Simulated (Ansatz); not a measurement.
**CH₇BGaN: one species, many methods**

The task here is to estimate one member of a computed series from the others.

Method: functionals in def2-TZVPP, the program's frozen cores in correlated methods; program: Ansatz 0.2.0, Gaussian basis.

The runs, in order: LDA (SPW92), PBE-D4, revPBE-D4, BLYP-D4, r2SCAN-D4, B97M-V, PBE0-D4, B3LYP-D4, r2SCANh-D4, r2SCAN0-D4, HSE06-D4, BHLYP-D4, CAM-B3LYP-D4, LC-ωPBE, ωB97X-V, ωB97M-V, B2PLYP, PBE-QIDH; CCSD(T)/def2-SVP; CCSD(T)/def2-TZVPP; MP2/def2-QZVPP; extrapolation to the limit; RPA on PBE.

## Structure used throughout

An earlier PBE0-D4 in a triple-zeta def2 set relaxation fixed the geometry.

SMILES `C[B](N)[GaH2]`, 11 atoms, charge 0, spin multiplicity 1.

Atoms are counted from 1 here; the program's logs count them from 0.

Bond lengths: C1–B2 1.572 Å, C1–H5 1.096 Å, C1–H6 1.096 Å, C1–H7 1.096 Å, B2–N3 1.393 Å, B2–Ga4 2.118 Å, N3–H8 1.010 Å, N3–H9 1.006 Å, Ga4–H10 1.581 Å, Ga4–H11 1.590 Å. Angles: B2–C1–H5 110.7°, B2–C1–H6 114.1°, B2–C1–H7 110.6°, H5–C1–H6 107.9°, H5–C1–H7 105.1°, H6–C1–H7 107.9°, C1–B2–N3 119.9°, C1–B2–Ga4 124.1°, N3–B2–Ga4 116.0°, B2–N3–H8 122.9°, B2–N3–H9 123.8°, H8–N3–H9 113.3°, B2–Ga4–H10 125.4°, B2–Ga4–H11 120.3°, H10–Ga4–H11 114.4°.

Set-up of the first run:

Input file in.yaml:

```yaml
crystal:
  periodic: [false, false, false]
  atoms:
    - {symbol: C, position_ang: [-0.483132, 1.456391, 0.267102]}
    - {symbol: B, position_ang: [-0.083362, -0.060437, 0.166581]}
    - {symbol: N, position_ang: [-0.462828, -0.946936, 1.172110]}
    - {symbol: Ga, position_ang: [1.028190, -0.891067, -1.433860]}
    - {symbol: H, position_ang: [-1.066880, 1.762163, -0.608167]}
    - {symbol: H, position_ang: [-1.061772, 1.708502, 1.162992]}
    - {symbol: H, position_ang: [0.408931, 2.092431, 0.252222]}
    - {symbol: H, position_ang: [-0.994074, -0.662410, 1.982687]}
    - {symbol: H, position_ang: [-0.238764, -1.927888, 1.166411]}
    - {symbol: H, position_ang: [1.582522, -0.087430, -2.677803]}
    - {symbol: H, position_ang: [1.371180, -2.443329, -1.450276]}
basis:
  gaussian: {orbitals: def2-TZVPP}
hamiltonian: {xc: lda}
output: {orbitals: {seedname: orbitals}}
```

Command:

```bash
$ ansatz run in.yaml --threads 2 --pin off --events-out ev --progress --plain --max-ram 4352MiB
```

Among the steps run: LDA; PBE-D4 (GGA); revPBE-D4 (GGA); BLYP-D4 (GGA); r2SCAN-D4 (meta-GGA); B97M-V (meta-GGA); B3LYP-D4 (hybrid); r2SCANh-D4 (hybrid); r2SCAN0-D4 (hybrid); HSE06-D4 (hybrid); BHLYP-D4 (hybrid); CAM-B3LYP-D4 (range-separated); LC-ωPBE (range-separated); ωB97X-V (range-separated); ωB97M-V (range-separated); B2PLYP (double hybrid); PBE-QIDH (double hybrid).

One of the session's tables, all rows but one given; the rest of the session is left out.

It belongs to the step «Orbital energies across the functionals». 

| functional | HOMO (eV) | LUMO (eV) | gap (eV) |
| --- | --- | --- | --- |
| LDA (SPW92) | -5.83 | -2.84 | 2.99 |
| PBE-D4 | -5.72 | -2.59 | 3.14 |
| revPBE-D4 | -5.67 | -2.47 | 3.20 |
| BLYP-D4 | -5.62 | -2.51 | 3.11 |
| r2SCAN-D4 | -5.95 | -2.38 | 3.57 |
| B97M-V | -6.03 | -2.54 | 3.49 |
| PBE0-D4 | -6.84 | -1.78 | 5.06 |
| B3LYP-D4 | ? | ? | ? |
| r2SCANh-D4 | -6.37 | -2.10 | 4.27 |
| r2SCAN0-D4 | -6.99 | -1.68 | 5.32 |
| HSE06-D4 | -6.45 | -2.15 | 4.29 |
| BHLYP-D4 | -7.90 | -1.01 | 6.89 |
| CAM-B3LYP-D4 | -8.17 | -0.85 | 7.32 |
| LC-ωPBE | -9.47 | 0.32 | 9.79 |
| ωB97X-V | -9.14 | 0.17 | 9.31 |
| ωB97M-V | -8.96 | -0.03 | 8.93 |

Estimate the missing values for B3LYP-D4.

Worked estimate for «HOMO (eV)». Against the share of exact exchange, BLYP-D4 (0, -5.62), BHLYP-D4 (0.5, -7.90) give a slope of -4.56 per unit share; at 0.2 the line stands at -6.53.

As computed: HOMO (eV): -6.67; LUMO (eV): -2.04; gap (eV): 4.64. In «HOMO (eV)» the line misses by +0.14.
